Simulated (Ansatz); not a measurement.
# Sr3Zn: the cost of one run

Program: the Python package of Ansatz 0.2.0. Level of theory: DFT PBE, plane waves, PAW. These are calculated values, not measurements.

## 1. Starting point

The structure is cubic, space group Pm-3m (No. 221). Conventional cell: a = 5.480 Å, b = 5.480 Å, c = 5.480 Å, α = 90.00°, β = 90.00°, γ = 90.00°. Around Sr (site symmetry 4/mmm) lie 8 Sr at 3.87 Å and 4 Zn at 3.87 Å. Zn (site symmetry m-3m) is surrounded by 12 Sr at 3.87 Å.

No structure file is read: the coordinates are typed or built in the script.

## 2. The script

The input, run_compress.py:

```python
"""Volume and enthalpy of Sr3Zn against pressure."""

from dataclasses import dataclass
import warnings

import ansatz as az
import numpy as np
from pymatgen.core import Lattice, Structure
from pymatgen.io.ase import AseAtomsAdaptor


@dataclass(frozen=True)
class Settings:
    functional: str = "PBE"
    mesh: tuple[int, ...] = (4, 4, 4)
    smearing: str = "Fermi-Dirac"


cfg = Settings()

def edges_and_angles(cell):
    cell = np.asarray(cell)
    a, b, c = np.linalg.norm(cell, axis=1)
    cosines = cell[1] @ cell[2] / (b * c), cell[0] @ cell[2] / (a * c), cell[0] @ cell[1] / (a * b)
    return (a, b, c, *np.degrees(np.arccos(cosines)))

warnings.simplefilter("ignore", az.DeckWarning)

pmg_structure = Structure(
    Lattice([(5.479942, 0.0, 0.0), (0.0, 5.479942, 0.0), (0.0, 0.0, 5.479942)]),
    ["Sr", "Sr", "Sr", "Zn"],
    [
        (0.5, 0.0, 0.5),
        (0.5, 0.5, 0.0),
        (0.0, 0.5, 0.5),
        (0.0, 0.0, 0.0),
    ],
)
structure = az.Crystal.from_ase(AseAtomsAdaptor.get_atoms(pmg_structure))

model = (
    structure.calculation()
    .functional(cfg.functional)
    .kpoints(*cfg.mesh)  # sampling of the Brillouin zone
    .occupations(cfg.smearing, width=150 * az.meV)
)

# H = F + PV, with 1 GPa A^3 = 1/160.21766 eV
rows = []
for pressure in [0, 10, 20, 30, 40]:
    result = model.relax(cell=True, pressure=pressure, force_tolerance=0.05, max_steps=60).run(threads=1, pin="off")
    cell = result.lattice.cell_ang
    n_atoms = len(result.lattice.sites)
    volume = abs(np.linalg.det(cell)) / n_atoms
    enthalpy = result.report["free_energy_ev"] / n_atoms + pressure * volume / 160.21766
    rows.append((pressure, volume, enthalpy, *edges_and_angles(cell)))
    print(f"{pressure} GPa done: {volume:.4f} A^3/atom")

print(" P (GPa)  V (A^3/atom)  H (eV/atom)     a       b       c")
for row in rows:
    print("{:8.1f} {:12.4f} {:14.5f} {:7.4f} {:7.4f} {:7.4f}".format(*row[:6]))
p, v = np.array([row[0] for row in rows], float), np.array([row[1] for row in rows])
print("mean bulk modulus between rows (GPa):", np.round(-np.diff(p) / np.diff(np.log(v)), 1))
```

## 3. The run

The run is started by

```console
> python run_compress.py
```

Q: Estimate wall time and peak memory on 1 thread of Arm Neoverse V2, shared host.

About 72 s, with a peak of 0.55 GiB.
